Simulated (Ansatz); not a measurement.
**CH3NSe: taking an electron away**

How much energy removes an electron from CH3NSe at fixed geometry? The cation is run at each level and the neutral's energy taken from earlier runs.

Program: Ansatz 0.2.0, Gaussian basis. Level of theory: unrestricted cation, the program's frozen cores in correlated methods. These are calculated values, not measurements.

Plan: UKS PBE-D4/def2-TZVPP; UKS r2SCAN-D4/def2-TZVPP; UKS PBE0-D4/def2-TZVPP; UKS B3LYP-D4/def2-TZVPP; UKS wB97X-V/def2-TZVPP; UKS wB97M-V/def2-TZVPP; UKS B2PLYP/def2-TZVPP; UHF-CCSD(T)/def2-TZVPP; UHF-MP2/def2-QZVPP; extrapolation to the limit; then −ε(HOMO) from the neutral's earlier runs with LDA (SPW92), PBE-D4, revPBE-D4, BLYP-D4, r2SCAN-D4, B97M-V, PBE0-D4, B3LYP-D4, r2SCANh-D4, r2SCAN0-D4, HSE06-D4, BHLYP-D4, CAM-B3LYP-D4, LC-ωPBE, ωB97X-V, ωB97M-V.

### Step 1. Structure used throughout

The geometry comes from an earlier relaxation with PBE0-D4 in a triple-zeta def2 set; it is a stationary point.

SMILES `NC=[Se]`, 6 atoms, charge 0, spin multiplicity 1.

Atoms are counted from 1 here; the program's logs count them from 0.

Bond lengths: N1–C2 1.328 Å, N1–H4 1.006 Å, N1–H5 1.008 Å, C2–Se3 1.780 Å, C2–H6 1.089 Å. Angles: C2–N1–H4 121.8°, C2–N1–H5 119.3°, H4–N1–H5 118.9°, N1–C2–Se3 126.0°, N1–C2–H6 113.4°, Se3–C2–H6 120.6°.

### Step 2. Cation, UKS PBE-D4/def2-TZVPP

File in.yaml:

```yaml
crystal:
  periodic: [false, false, false]
  atoms:
    - {symbol: N, position_ang: [-0.202264, -0.416433, 0.582412]}
    - {symbol: C, position_ang: [0.024708, 0.355014, -0.474915]}
    - {symbol: Se, position_ang: [1.616590, 0.714583, -1.184375]}
    - {symbol: H, position_ang: [-1.132106, -0.576897, 0.930863]}
    - {symbol: H, position_ang: [0.575718, -0.854360, 1.050313]}
    - {symbol: H, position_ang: [-0.882656, 0.778094, -0.904299]}
basis:
  gaussian: {orbitals: def2-TZVPP}
total_charge: 1
magnetization: {spin_polarized: true, initial_magnetization: 1}
hamiltonian: {xc: pbe, dispersion: d4}
```

The run is started by

```
$ ansatz run in.yaml --threads 2 --pin off --events-out ev --progress --plain --max-ram 4352MiB
```

What it wrote:

```text
Functional definition: PBE
  name "PBE"
  cite "Perdew, Burke & Ernzerhof, Phys. Rev. Lett. 77, 3865 (1996) doi:10.1103/PhysRevLett.77.3865"
  parent pbe
  parameter kappa = 0.804
  parameter beta = 0.06672455060314922
  exchange = pbe_x(kappa = kappa, mu = beta*pi^2/3)
  correlation = pbe_c(beta = beta)
899 factors; their error is unknown
mean field evaluation 1: about -67864.9599 eV, gradient 9.2e1 eV
mean field evaluation 2: about -67588.4229 eV, gradient 1.9e2 eV
mean field evaluation 4: about -67899.6051 eV, gradient 3.3e1 eV
mean field evaluation 8: about -67905.3504 eV, gradient 1.6e-1 eV
mean field evaluation 16: about -67905.3188 eV, gradient 6.6e-4 eV
mean field evaluation 32: about -67904.8723 eV, gradient 5.1e0 eV
mean field -67905.31876101 eV, -2495.4744365891 hartree, gradient 1.4e-5 eV, S^2 0.754868; 3 other end points of the search recorded, 0 dependent functions left out
reference -67905.31879267 eV, -2495.4744377523 hartree; 25, 24 occupied and 127, 128 virtual orbitals, 899 factors
Total energy: -67905.40361581 eV, -2495.4775549453 hartree
```

Wall time 4.7 s (2 threads of Arm Neoverse V1, shared host).

Less the neutral's -67913.5787 eV (earlier run), this gives 8.175 eV. ⟨S²⟩ = 0.755.

### Step 3. Cation, UKS r2SCAN-D4/def2-TZVPP

in.yaml, as its differences from that of step 2:

```diff
@@ -13,2 +13,2 @@
 magnetization: {spin_polarized: true, initial_magnetization: 1}
-hamiltonian: {xc: pbe, dispersion: d4}
+hamiltonian: {xc: r2scan, dispersion: d4}
```

Launched as before.

What it wrote (excerpt; [...] marks lines left out):

```text
Functional definition: r2SCAN
  name "r2SCAN"
  cite "Furness, Kaplan, Ning, Perdew & Sun, J. Phys. Chem. Lett. 11, 8208 (2020) doi:10.1021/acs.jpclett.0c02405"
  cite "Furness, Kaplan, Ning, Perdew & Sun, J. Phys. Chem. Lett. 11, 9248 (2020) doi:10.1021/acs.jpclett.0c03077"
  parent r2scan
[...]
899 factors; their error is unknown
[...]
mean field -67916.44447430 eV, -2495.8832990109 hartree, gradient 3.5e-5 eV, S^2 0.758196; 3 other end points of the search recorded, 0 dependent functions left out
reference -67916.44448509 eV, -2495.8832994075 hartree; 25, 24 occupied and 127, 128 virtual orbitals, 899 factors
Total energy: -67916.46314707 eV, -2495.8839852228 hartree
```

It took 9 s on 2 threads of Arm Neoverse V1, shared host.

The neutral molecule at this level: -67924.6290 eV. Difference: 8.166 eV. ⟨S²⟩ = 0.758.

### Step 4. Cation, UKS PBE0-D4/def2-TZVPP

in.yaml, as its differences from that of step 3:

```diff
@@ -13,2 +13,2 @@
 magnetization: {spin_polarized: true, initial_magnetization: 1}
-hamiltonian: {xc: r2scan, dispersion: d4}
+hamiltonian: {xc: pbe0, dispersion: d4}
```

Launched as before.

What it wrote:

```text
Functional definition: PBE0
  name "PBE0"
  cite "Adamo & Barone, J. Chem. Phys. 110, 6158 (1999) doi:10.1063/1.478522"
  cite "Perdew, Burke & Ernzerhof, Phys. Rev. Lett. 77, 3865 (1996) doi:10.1103/PhysRevLett.77.3865"
  parent pbe
  parameter a = 0.25
  parameter kappa = 0.804
  parameter beta = 0.06672455060314922
  exchange = (1 - a)*pbe_x(kappa = kappa, mu = beta*pi^2/3) + a*exact_x
  correlation = pbe_c(beta = beta)
924 factors; their error is unknown
mean field evaluation 1: about -67881.2996 eV, gradient 7.4e1 eV
mean field evaluation 2: about -67800.2266 eV, gradient 1.3e2 eV
mean field evaluation 4: about -67905.8113 eV, gradient 1.7e1 eV
mean field evaluation 8: about -67907.0352 eV, gradient 2.2e-1 eV
mean field evaluation 16: about -67907.4596 eV, gradient 4.5e-3 eV
mean field evaluation 32: about -67907.4441 eV, gradient 1.6e0 eV
mean field -67907.45960640 eV, -2495.5531112058 hartree, gradient 2.1e-5 eV, S^2 0.756804; 2 other end points of the search recorded, 0 dependent functions left out
reference -67907.45963005 eV, -2495.5531120750 hartree; 25, 24 occupied and 127, 128 virtual orbitals, 924 factors
Total energy: -67907.53000365 eV, -2495.5556982572 hartree
```

Wall time 5.5 s (2 threads of Arm Neoverse V1, shared host).

The neutral molecule at this level: -67915.6906 eV. Difference: 8.161 eV. ⟨S²⟩ = 0.757.

### Step 5. Cation, UKS B3LYP-D4/def2-TZVPP

in.yaml, as its differences from that of step 4:

```diff
@@ -13,2 +13,2 @@
 magnetization: {spin_polarized: true, initial_magnetization: 1}
-hamiltonian: {xc: pbe0, dispersion: d4}
+hamiltonian: {xc: {name: B3LYP}, dispersion: d4}
```

The command is unchanged.

What it wrote (excerpt; [...] marks lines left out):

```text
Functional definition: B3LYP
  name "B3LYP"
  cite "Stephens, Devlin, Chabalowski & Frisch, J. Phys. Chem. 98, 11623 (1994) doi:10.1021/j100096a001"
  cite "Becke, Phys. Rev. A 38, 3098 (1988) doi:10.1103/PhysRevA.38.3098"
  cite "Lee, Yang & Parr, Phys. Rev. B 37, 785 (1988) doi:10.1103/PhysRevB.37.785"
  cite "Vosko, Wilk & Nusair, Can. J. Phys. 58, 1200 (1980) doi:10.1139/p80-159"
[...]
921 factors; their error is unknown
[...]
mean field -67919.22152152 eV, -2495.9853536141 hartree, gradient 6.9e-6 eV, S^2 0.754672; 2 other end points of the search recorded, 0 dependent functions left out
reference -67919.22172475 eV, -2495.9853610825 hartree; 25, 24 occupied and 127, 128 virtual orbitals, 921 factors
Total energy: -67919.36108475 eV, -2495.9904824683 hartree
```

Wall time 6 s (2 threads of Arm Neoverse V1, shared host).

Less the neutral's -67927.6073 eV (earlier run), this gives 8.246 eV. ⟨S²⟩ = 0.755.

### Step 6. Cation, UKS wB97X-V/def2-TZVPP

in.yaml, as its differences from that of step 5:

```diff
@@ -13,2 +13,2 @@
 magnetization: {spin_polarized: true, initial_magnetization: 1}
-hamiltonian: {xc: {name: B3LYP}, dispersion: d4}
+hamiltonian: {xc: {name: wB97X-V}}
```

The command is unchanged.

What it wrote (excerpt; [...] marks lines left out):

```text
Functional definition: wB97X-V
  name "wB97X-V"
  cite "Mardirossian & Head-Gordon, Phys. Chem. Chem. Phys. 16, 9904 (2014) doi:10.1039/C3CP54374A"
  cite "Becke, J. Chem. Phys. 107, 8554 (1997) doi:10.1063/1.475007"
  cite "Vydrov & Van Voorhis, J. Chem. Phys. 133, 244103 (2010) doi:10.1063/1.3521275"
[...]
      + integral(e_c_pw_opposite_spin*poly(b97_u_opposite, cos0, cos1)) + vv10(b, c)
921 factors; their error is unknown
191 factors; integrals over basis functions are off by at most 2.6e-5 eV
[...]
mean field -67911.23868018 eV, -2495.6919896059 hartree, gradient 2.6e-5 eV, S^2 0.754628; 2 other end points of the search recorded, 0 dependent functions left out
reference -67911.23867901 eV, -2495.6919895627 hartree; 25, 24 occupied and 127, 128 virtual orbitals, 921 factors
Total energy: -67911.23867901 eV, -2495.6919895627 hartree
```

It took 29 s on 2 threads of Arm Neoverse V1, shared host; peak memory 0.69 GiB.

The neutral molecule at this level: -67919.3964 eV. Difference: 8.158 eV. ⟨S²⟩ = 0.755.

### Step 7. Cation, UKS wB97M-V/def2-TZVPP

in.yaml, as its differences from that of step 6:

```diff
@@ -13,2 +13,2 @@
 magnetization: {spin_polarized: true, initial_magnetization: 1}
-hamiltonian: {xc: {name: wB97X-V}}
+hamiltonian: {xc: {name: wB97M-V}}
```

Launched as before.

What it wrote (excerpt; [...] marks lines left out):

```text
Functional definition: wB97M-V
  name "wB97M-V"
  cite "Mardirossian & Head-Gordon, J. Chem. Phys. 144, 214110 (2016) doi:10.1063/1.4952647"
  cite "Becke, J. Chem. Phys. 107, 8554 (1997) doi:10.1063/1.475007"
  cite "Vydrov & Van Voorhis, J. Chem. Phys. 133, 244103 (2010) doi:10.1063/1.3521275"
  # Of w^i u^j: cxij and so on, Table III.
[...]
  gx(w, u) = 1 - cx + cx01*u + cx10*w
  gss(w, u) = css00 + css04*u^4 + css10*w + css20*w^2 + css43*w^4*u^3
  gos(w, u) = cos00 + cos10*w + (cos20 + cos21*u)*w^2 + (cos60 + cos61*u)*w^6
[...]
      + integral(e_c_pw_mod_opposite_spin*gos(b97_w_opposite, b97_u_opposite)) + vv10(b, c)
907 factors; their error is unknown
191 factors; integrals over basis functions are off by at most 2.6e-5 eV
[...]
mean field -67913.42789463 eV, -2495.7724417529 hartree, gradient 2.2e-5 eV, S^2 0.754733; 2 other end points of the search recorded, 0 dependent functions left out
reference -67913.42793062 eV, -2495.7724430755 hartree; 25, 24 occupied and 127, 128 virtual orbitals, 907 factors
Total energy: -67913.42793062 eV, -2495.7724430755 hartree
```

Wall time 34 s (2 threads of Arm Neoverse V1, shared host); peak memory 0.72 GiB.

Less the neutral's -67921.5548 eV (earlier run), this gives 8.127 eV. ⟨S²⟩ = 0.755.

### Step 8. Cation, UKS B2PLYP (frozen core)/def2-TZVPP

in.yaml, as its differences from that of step 7:

```diff
@@ -13,2 +13,2 @@
 magnetization: {spin_polarized: true, initial_magnetization: 1}
-hamiltonian: {xc: {name: wB97M-V}}
+hamiltonian: {xc: {name: B2PLYP}}
```

The command is unchanged.

What it wrote (excerpt; [...] marks lines left out):

```text
Functional definition: B2PLYP
  name "B2PLYP"
  cite "Grimme, J. Chem. Phys. 124, 034108 (2006) doi:10.1063/1.2148954"
  cite "Becke, Phys. Rev. A 38, 3098 (1988) doi:10.1103/PhysRevA.38.3098"
  cite "Lee, Yang & Parr, Phys. Rev. B 37, 785 (1988) doi:10.1103/PhysRevB.37.785"
[...]
943 factors; integrals over basis functions are off by at most 1.0e-3 eV
[...]
mean field -67900.44787099 eV, -2495.2954346822 hartree, gradient 9.9e-6 eV, S^2 0.758278; 4 other end points of the search recorded, 0 dependent functions left out
11 core orbitals not correlated: weight in the atoms' cores, before any rotation towards them, 1.000 or more for the frozen orbitals, at most 0.000 for the correlated occupied ones
reference -67900.44799931 eV, -2495.2954393978 hartree; 14, 13 occupied and 127, 128 virtual orbitals, 943 factors
second order -19.73922024 eV of doubles, -0.00000000 eV of singles
Total energy: -67905.77758877 eV, -2495.4912981980 hartree
```

It took 16 s on 2 threads of Arm Neoverse V1, shared host; peak memory 0.49 GiB.

The neutral molecule at this level: -67913.9512 eV. Difference: 8.174 eV. ⟨S²⟩ = 0.758.

### Step 9. Cation, UHF-CCSD(T)/def2-TZVPP

in.yaml, as its differences from that of step 8:

```diff
@@ -13,2 +13,3 @@
 magnetization: {spin_polarized: true, initial_magnetization: 1}
-hamiltonian: {xc: {name: B2PLYP}}
+correlation: {method: ccsd_t}
+scf: {omitted_lower_state_checks: [cluster_reference]}
```

Launched as before.

What it wrote (excerpt; [...] marks lines left out):

```text
Functional definition: HF
  name "HF"
  cite "Fock, Z. Phys. 61, 126 (1930) doi:10.1007/BF01340294"
  parent pbe
[...]
943 factors; integrals over basis functions are off by at most 1.0e-3 eV
[...]
mean field -67856.40890224 eV, -2493.6770324312 hartree, gradient 5.8e-6 eV, S^2 0.766085; 4 other end points of the search recorded, 0 dependent functions left out
11 core orbitals not correlated: weight in the atoms' cores, before any rotation towards them, 1.000 or more for the frozen orbitals, at most 0.000 for the correlated occupied ones
reference -67856.40890224 eV, -2493.6770324312 hartree; 14, 13 occupied and 127, 128 virtual orbitals, 943 factors
second order -16.19897625 eV of doubles, -0.00000000 eV of singles
cycle   1  -16.21442355 eV  change   -1.5e-2 eV  update   1.0e-1
[...]
cycle  12  -16.75205047 eV  change   -1.0e-7 eV  update   1.0e-5
perturbative correction -0.71138847 eV, -0.0261430439 hartree
Total energy: -67873.87234117 eV, -2494.3188019750 hartree
Checks for a lower state left out: cluster_reference
```

It took 2.3 min on 2 threads of Arm Neoverse V1, shared host; peak memory 2.5 GiB.

The neutral molecule at this level: -67882.0205 eV. Difference: 8.148 eV. ⟨S²⟩ = 0.766. T1 = 0.016 (report).

### Step 10. Cation, UHF-MP2/def2-QZVPP

in.yaml, as its differences from that of step 9:

```diff
@@ -10,6 +10,6 @@
 basis:
-  gaussian: {orbitals: def2-TZVPP}
+  gaussian: {orbitals: "def2-QZVPP.json"}
 total_charge: 1
 magnetization: {spin_polarized: true, initial_magnetization: 1}
-correlation: {method: ccsd_t}
+correlation: {method: mp2}
 scf: {omitted_lower_state_checks: [cluster_reference]}
```

Launched as before.

What it wrote (excerpt; [...] marks lines left out):

```text
Functional definition: HF
  name "HF"
  cite "Fock, Z. Phys. 61, 126 (1930) doi:10.1007/BF01340294"
  parent pbe
[...]
1820 factors; integrals over basis functions are off by at most 7.1e-4 eV
[...]
mean field -67857.81456169 eV, -2493.7286894634 hartree, gradient 9.8e-6 eV, S^2 0.766480; 5 other end points of the search recorded, 0 dependent functions left out
11 core orbitals not correlated: weight in the atoms' cores, before any rotation towards them, 1.000 or more for the frozen orbitals, at most 0.000 for the correlated occupied ones
reference -67857.81456169 eV, -2493.7286894634 hartree; 14, 13 occupied and 268, 269 virtual orbitals, 1820 factors
second order -25.02423318 eV of doubles, -0.00000000 eV of singles
Total energy: -67882.83879487 eV, -2494.6483130708 hartree
Checks for a lower state left out: cluster_reference
```

It took 51 s on 2 threads of Arm Neoverse V1, shared host; peak memory 1.1 GiB.

The neutral molecule at this level: -67891.2007 eV. Difference: 8.362 eV. ⟨S²⟩ = 0.766.

### Step 11. From triple and quadruple zeta to the limit

No new run: Hartree-Fock is extrapolated as exp(−7.88√X) and correlation as X^−2.97, with X = 3 and 4; only MP2 was run in the larger set, so CCSD(T) minus MP2 is added from the smaller one.

```tsv
level	energy at the limit (eV)
HF	-67858.0082
MP2	-67889.5696
CCSD	-67890.1227
CCSD(T)	-67890.8341
```

This is no true limit for total energies: MP2 correlation changes by a factor of 1.54 from triple to quadruple zeta (about 1.07 in light molecules), because outer-core shells are correlated in sets not made for them. Much of that cancels between molecule and atoms or ions.

The neutral's limit, from its own earlier runs, is -67899.2032 eV in the additive form (MP2 limit plus CCSD(T) minus MP2 in triple zeta), in which the cation has -67890.8341 eV.

### Step 12. The ladder

```tsv
method	ionisation energy (eV)	from CCSD(T)/CBS (eV)	time
PBE-D4	8.18	-0.19	6.5 s
r2SCAN-D4	8.17	-0.20	13 s
PBE0-D4	8.16	-0.21	7.7 s
B3LYP-D4	8.25	-0.12	8.9 s
ωB97X-V	8.16	-0.21	35 s
ωB97M-V	8.13	-0.24	43 s
B2PLYP	8.17	-0.20	20 s
HF/def2-TZVPP	7.03	-1.34	
MP2/def2-TZVPP	8.23	-0.14	
CCSD/def2-TZVPP	8.06	-0.31	
CCSD(T)/def2-TZVPP	8.15	-0.22	2.9 min
CCSD(T)/CBS	8.37	0	3.9 min
```

Among the levels timed on like hardware and quicker than the yardstick, those that no quicker one beats, quickest first: PBE-D4 (6.5 s, -0.19 eV); B3LYP-D4 (8.9 s, -0.12 eV).

Times add the cation's run and the neutral's; HF, MP2 and CCSD come out of the CCSD(T) runs.

Orbital estimates, from the neutral's runs:

```tsv
functional	−ε(HOMO) (eV)	by energy difference (eV)
LDA (SPW92)	4.95	
PBE-D4	4.80	8.18
revPBE-D4	4.74	
BLYP-D4	4.64	
r2SCAN-D4	5.02	8.17
B97M-V	5.08	
PBE0-D4	5.91	8.16
B3LYP-D4	5.68	8.25
r2SCANh-D4	5.43	
r2SCAN0-D4	6.05	
HSE06-D4	5.51	
BHLYP-D4	6.86	
CAM-B3LYP-D4	7.17	
LC-ωPBE	8.50	
ωB97X-V	8.16	8.16
ωB97M-V	8.04	8.13
```

### Step 13. Summary of results

| quantity | value |
| --- | --- |
| ionisation energy, CCSD(T)/CBS | 8.37 eV |
| nearest functional by difference | B3LYP-D4 (-0.12 eV) |
| nearest −ε(HOMO) | LC-ωPBE (+0.13 eV) |
| −ε(HOMO) of PBE | 4.80 eV |
| T1 of the cation | 0.016 |

By cation minus neutral, the functionals miss by 0.24 eV at most. The PBE orbital energy is 3.6 eV too small: a semilocal HOMO is no ionisation energy. Among orbital estimates LC-ωPBE comes nearest. Hartree-Fock falls 1.34 eV short, as the neutral has more correlation energy than the cation. The cation may have settled in a state other than its lowest; no search over hole states beyond the program's own was made. Correlated methods include outer-core shells of Se, which these sets cover unevenly. With outer-core shells in play the reference is unsure by up to some tenths of an eV, so close misses can't be ranked.

B3LYP-D4 reaches 0.12 eV from the reference in 8.9 s, where CCSD(T)/CBS took 3.9 min; the quickest level in the cost chart, PBE-D4, takes 6.5 s and misses by 0.19 eV.
